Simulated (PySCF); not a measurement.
# C2H4F3NSi: the cost of one run

Programs: PySCF 2.14.0, with density-fitted response routines of our own. Each step states its level of theory. These are calculated values for one molecule in the gas phase, unless marked as measured. Atoms are numbered from 0 throughout.

**1. Starting geometry**

11 atoms, charge 0, multiplicity 1; geometry from: GFN2-xTB.

Bonds of the start (Å): C0–N1 1.25, N1–Si2 1.71, Si2–C3 1.95, C3–F4 1.35, C3–F5 1.34, C3–F6 1.35, C0–H7 1.09, C0–H8 1.09, Si2–H9 1.45, Si2–H10 1.46.

**2. Excited states and response: CAM-B3LYP/def2-SVPD**

The job: settings as JSON, then the geometry in Å.

```
{"job": {"kind": "uv", "xc": "CAM-B3LYP", "basis": "def2-SVPD", "nstates": 8, "ntriplets": 3}, "charge": 0, "multiplicity": 1}
C      1.721285     1.383175    -0.208470
N      1.035645     0.547690     0.416992
Si     0.239584    -0.939657     0.167070
C     -1.599746    -0.389069     0.479949
F     -2.462331    -1.410293     0.288987
F     -1.822666     0.053902     1.729466
F     -2.011513     0.596590    -0.346199
H      2.061604     2.276403     0.308587
H      2.015431     1.287741    -1.254812
H      0.636616    -1.765469     1.295698
H      0.191516    -1.638344    -1.118300
```

Method: TDDFT CAM-B3LYP/def2-SVPD, vertical, gas phase, core orbitals frozen in the response.

Started as:

```sh
$ OMP_NUM_THREADS=1 python probes_run.py task.json out
```

The driver reads the jobs from task.json and runs them one after another.

Q: Estimate the wall time and peak memory of this job on 1 thread of Intel Xeon 6975P-C, shared host.

About 23 s, with a peak of 0.79 GiB.
